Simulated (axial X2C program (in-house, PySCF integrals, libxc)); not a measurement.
**RuOH: bond lengths and stretches, held linear**

One table from this session's results is given with a row withheld; the runs are named, their logs left out.

The runs use an in-house X2C program for linear molecules on PySCF integrals; all-electron X2C, two-component (2c) or spin-free, Ru dyall-v3z, O dyall-av3z, H dyall-v3z.

All values are calculated.

2 further runs of the same task are left out: 2 set aside as unsound or not needed.

Set-up of the first run:

task.json reads:

```json
{"zs": [44, 8, 1], "q": 0, "bas": ["dyall-v3z", "dyall-av3z", "dyall-v3z"], "r0": [1.88, 0.96], "symm": 0, "scan": ["PBE0", "HF", "B3LYP"], "levels": ["PBE0", "HF", "r2SCAN"], "nst": 2}
```

Keys: zs atomic numbers; q charge; bas basis sets; r0 starting distance in Å; symm equal bonds; scan levels of the two-bond scan (MP2 follows by itself at each HF point); levels methods; nst determinants followed.

Launch:

```
$ python solin.py task.json out
```

Masses Ru 101.904, O 15.995, H 1.008 u.

Steps of the session up to this table: Scan at PBE0, 2c; Scan at HF, 2c; Scan at B3LYP, 2c.

One table of the session follows, with a row left open; its other results are not shown here.

| level | r(Ru–O) (Å) | r(O–H) (Å) | lower stretch (cm⁻¹) | upper stretch (cm⁻¹) |
| --- | --- | --- | --- | --- |
| PBE0, 2c | 1.863 | 0.953 | 629.7 | 3946.3 |
| HF, 2c | ? | ? | ? | ? |
| B3LYP, 2c | 1.874 | 0.956 | 624.2 | 3886.9 |
| MP2, 2c | 1.878 | 0.955 | 588.4 | 3945.3 |
| PBE0, spin-free | 1.862 | 0.953 | 629.5 | 3944.7 |
| HF, spin-free | 1.919 | 0.932 | 631.1 | 4241.8 |
| B3LYP, spin-free | 1.874 | 0.956 | 624.0 | 3885.0 |
| MP2, spin-free | 1.879 | 0.955 | 584.4 | 3933.0 |

Q: Estimate the row for HF, 2c from the others.

The run gave: r(Ru–O) (Å): 1.919; r(O–H) (Å): 0.932; lower stretch (cm⁻¹): 631.7; upper stretch (cm⁻¹): 4242.6.

Scans not shown above were run alike.

MP2 freezes inner shells (threshold -2 hartree). The molecule was held linear; bending was not examined, so a bent shape may lie lower. Note: functional without a current term on a determinant with orbital currents, of the molecule or an atom. Note: several unpaired electrons, one determinant need not be a pure state.
